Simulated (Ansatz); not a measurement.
# SiNi2: the cost of one run

Program: Ansatz 0.2.0. Level of theory: DFT, PBE, plane-wave PAW, default files, scalar-relativistic, frozen cores, as far as a step names no other. These are calculated values, not measurements.

### Step 1. The system as given

The structure is orthorhombic, space group Pnma (No. 62). The conventional cell has a = 4.990 Å, b = 3.720 Å, c = 7.060 Å, α = 90.00°, β = 90.00°, γ = 90.00°. Around Si (site symmetry m) lie 9 Ni at 2.08 to 2.50 Å. Around Ni (site symmetry m) lie 5 Si at 2.46 to 2.50 Å and 8 Ni at 2.54 to 2.71 Å. Around Ni (site symmetry m) lie 4 Si at 2.08 to 2.32 Å.

As a file:

```
CELL_PARAMETERS angstrom
4.99000 0.00000 0.00000
0.00000 3.72000 0.00000
0.00000 0.00000 7.06000
ATOMIC_POSITIONS crystal
Si 0.23600 0.25000 0.38600
Si 0.26400 0.75000 0.88600
Si 0.73600 0.25000 0.11400
Si 0.76400 0.75000 0.61400
Ni 0.95800 0.25000 0.79700
Ni 0.54200 0.75000 0.29700
Ni 0.45800 0.25000 0.70300
Ni 0.04200 0.75000 0.20300
Ni 0.32500 0.25000 0.06300
Ni 0.17500 0.75000 0.56300
Ni 0.82500 0.25000 0.43700
Ni 0.67500 0.75000 0.93700
```

The earlier run gave: no gap over 0.1 eV on the mesh, largest force 2.790 eV/Å, pressure 7.9 GPa.

The printed gradients, by site:

| site | atoms | first shell | V_zz (10²¹ V/m²) | η | C_Q (MHz) |
| --- | --- | --- | --- | --- | --- |
| Si | 1, 2, 3, 4 | 9 Ni at 2.08–2.50 Å | 1.89 | 0.42 | – |
| Ni5 | 5, 6, 7, 8 | 5 Si at 2.46–2.50 Å, 8 Ni at 2.54–2.71 Å | -1.56 | 0.62 | -6.09 (⁶¹Ni) |
| Ni9 | 9, 10, 11, 12 | 4 Si at 2.08–2.32 Å; also 8 Ni at 2.54–2.71 Å, 1 Si at 2.96 Å | 1.15 | 0.92 | 4.49 (⁶¹Ni) |

Conventions: |V_zz| ≥ |V_yy| ≥ |V_xx|, η = (V_xx − V_yy)/V_zz, C_Q = eQV_zz/h. Quadrupole moments are those of Pyykkö's year-2017 table. A dash under C_Q marks elements without a common quadrupolar isotope.

### Step 2. Ions relaxed at fixed cell

Input file input.yaml:

```yaml
crystal:
  lattice:
    - [4.99, 0.0, 0.0]
    - [0.0, 3.72, 0.0]
    - [0.0, 0.0, 7.06]
  atoms:
    - { symbol: Si, position: [0.236, 0.25, 0.386] }
    - { symbol: Si, position: [0.264, 0.75, 0.886] }
    - { symbol: Si, position: [0.736, 0.25, 0.114] }
    - { symbol: Si, position: [0.764, 0.75, 0.614] }
    - { symbol: Ni, position: [0.958, 0.25, 0.797], spin: 1.5 }
    - { symbol: Ni, position: [0.542, 0.75, 0.297], spin: 1.5 }
    - { symbol: Ni, position: [0.458, 0.25, 0.703], spin: 1.5 }
    - { symbol: Ni, position: [0.042, 0.75, 0.203], spin: 1.5 }
    - { symbol: Ni, position: [0.325, 0.25, 0.063], spin: 1.5 }
    - { symbol: Ni, position: [0.175, 0.75, 0.563], spin: 1.5 }
    - { symbol: Ni, position: [0.825, 0.25, 0.437], spin: 1.5 }
    - { symbol: Ni, position: [0.675, 0.75, 0.937], spin: 1.5 }
magnetization:
  spin_polarized: true
kpoints:
  mp_grid: { grid: [9, 12, 6] }
scf:
  occupations: { method: fermi_dirac, width: 0.05 }
hamiltonian:
  xc: pbe
  pseudopotentials: { kind: paw, frozen_core: stored }
output:
  forces: true
  stress: true
  populations: true
  efg: { quadrupole_moments_barn: { Ni: 0.162 } }
relax:
  f_tol: 0.02
  max_steps: 60
```

Started as:

```sh
$ ansatz run input.yaml --threads 4 --pin off --max-ram 8192MiB --backend cpu --events-out ev --progress --plain --runs-dir out
```

What time and memory should one allow on 4 threads of Intel Xeon Platinum 8375C at 2.90GHz (Ice Lake), shared host?

About 4.5 min, with a peak of 3 GiB.
